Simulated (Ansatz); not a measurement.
# CH6BBr: the cost of one run

Program: Ansatz 0.2.0. Level of theory: RHF/def2-SVP. These are calculated values, not measurements.

## (1) The starting structure

Bond lengths: C2–H3 1.110 Å, C2–H4 1.110 Å, C2–H5 1.110 Å, B1–H6 1.190 Å, B1–H7 1.190 Å, B1–Br8 2.340 Å, C2–H9 1.177 Å, Br8–H9 1.511 Å. Angles: H3–C2–H4 109.4°, H3–C2–H5 109.4°, H3–C2–H9 68.9°, H4–C2–H5 109.4°, H4–C2–H9 59.9°, H5–C2–H9 165.8°, H6–B1–H7 120.0°, H6–B1–Br8 105.6°, H7–B1–Br8 92.7°, B1–Br8–H9 64.3°, C2–H9–Br8 140.3°.

Coordinates:

```xyz
9

B     0.0000    0.0000    0.0000
C     0.0000    0.0000    1.9500
H    -0.9996   -0.3092    2.3205
H     0.7676   -0.7111    2.3205
H     0.2320    1.0203    2.3205
H     1.0305    0.0000   -0.5950
H    -1.0305    0.0000   -0.5950
Br   -0.2997   -2.2003    0.7379
H    -0.1579   -1.1590    1.8229
```

## (2) A restrained relaxation towards end A

Springs on the bonds that form and break draw the guess towards this end; the thresholds are loose.

input.yaml reads:

```yaml
crystal:
  periodic: [false, false, false]
  atoms:
    - { symbol: B, position_ang: [0.0, 0.0, 0.0] }
    - { symbol: C, position_ang: [0.0, 0.0, 1.95] }
    - { symbol: H, position_ang: [-0.9996, -0.3092, 2.3205] }
    - { symbol: H, position_ang: [0.7676, -0.7111, 2.3205] }
    - { symbol: H, position_ang: [0.232, 1.0203, 2.3205] }
    - { symbol: H, position_ang: [1.0305, 0.0, -0.595] }
    - { symbol: H, position_ang: [-1.0305, 0.0, -0.595] }
    - { symbol: Br, position_ang: [-0.2997, -2.2003, 0.7379] }
    - { symbol: H, position_ang: [-0.1579, -1.159, 1.8229] }
basis:
  gaussian: { orbitals: def2-SVP }
hamiltonian:
  xc: hf
relax:
  f_tol: 0.15
  max_steps: 25
  restrain:
    - { distance: [0, 7], at: 3.24, k: 30.0 }
    - { distance: [8, 1], at: 2.31, k: 30.0 }
    - { distance: [0, 1], at: 1.6, k: 30.0 }
    - { distance: [8, 7], at: 1.55, k: 30.0 }
```

Started as:

```bash
> ansatz run input.yaml --threads 1 --pin off --max-ram 2048MiB --backend cpu --events-out ev --progress --plain --runs-dir out
```

**Question.** How long does this run take on 1 thread of Arm Neoverse V2, shared host, and how much memory does it need?

About 16 s, with a peak of 0.17 GiB.
